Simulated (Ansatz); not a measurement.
# AlH5OSSi: the cost of one run

Method: RKS B3LYP-D4/def2-SVP, in Ansatz 0.2.0.

### Step 1. The starting structure

Bond lengths: Al1–O2 1.669 Å, O2–Si3 1.639 Å, Si3–S4 2.143 Å, Al1–H5 1.531 Å, Al1–H6 1.534 Å, Si3–H7 1.457 Å, Si3–H8 1.453 Å, S4–H9 1.325 Å. Angles: Al1–O2–Si3 175.5°, O2–Al1–H5 119.7°, O2–Al1–H6 118.3°, H5–Al1–H6 121.9°, O2–Si3–S4 106.8°, O2–Si3–H7 106.5°, O2–Si3–H8 108.3°, S4–Si3–H7 110.3°, S4–Si3–H8 107.7°, H7–Si3–H8 116.7°, Si3–S4–H9 96.3°.

As a file:

```xyz
9

Al   -0.4187    1.5035   -1.2299
O     0.1638    0.1292   -0.4834
Si    0.6428   -1.2058    0.3375
S    -0.5151   -1.2750    2.1399
H    -0.3961    1.6053   -2.7569
H    -0.9791    2.6279   -0.3496
H     2.0535   -1.0154    0.6495
H     0.3008   -2.3761   -0.4531
H    -0.8519    0.0066    2.1460
```

### Step 2. End point A

File input.yaml:

```yaml
crystal:
  periodic: [false, false, false]
  atoms:
    - { symbol: Al, position_ang: [-0.41865, 1.50346, -1.22988] }
    - { symbol: O, position_ang: [0.16384, 0.12919, -0.48344] }
    - { symbol: Si, position_ang: [0.64275, -1.20582, 0.33752] }
    - { symbol: S, position_ang: [-0.51512, -1.27502, 2.1399] }
    - { symbol: H, position_ang: [-0.39605, 1.60526, -2.75686] }
    - { symbol: H, position_ang: [-0.97909, 2.6279, -0.34959] }
    - { symbol: H, position_ang: [2.05347, -1.01541, 0.64948] }
    - { symbol: H, position_ang: [0.30077, -2.37611, -0.45313] }
    - { symbol: H, position_ang: [-0.85192, 0.00655, 2.14601] }
basis:
  gaussian: { orbitals: def2-SVP }
hamiltonian:
  xc: b3lyp
  dispersion: d4
relax:
  f_tol: 0.02
  max_steps: 50
```

Started as:

```console
ansatz run input.yaml --threads 2 --pin off --max-ram 3072MiB --backend cpu --events-out ev --progress --plain --runs-dir out
```

**Question.** How long does this run take on 2 threads of Intel Xeon Platinum 8375C at 2.90GHz (Ice Lake), shared host, and how much memory does it need?

About 23 s, with a peak of 0.24 GiB.
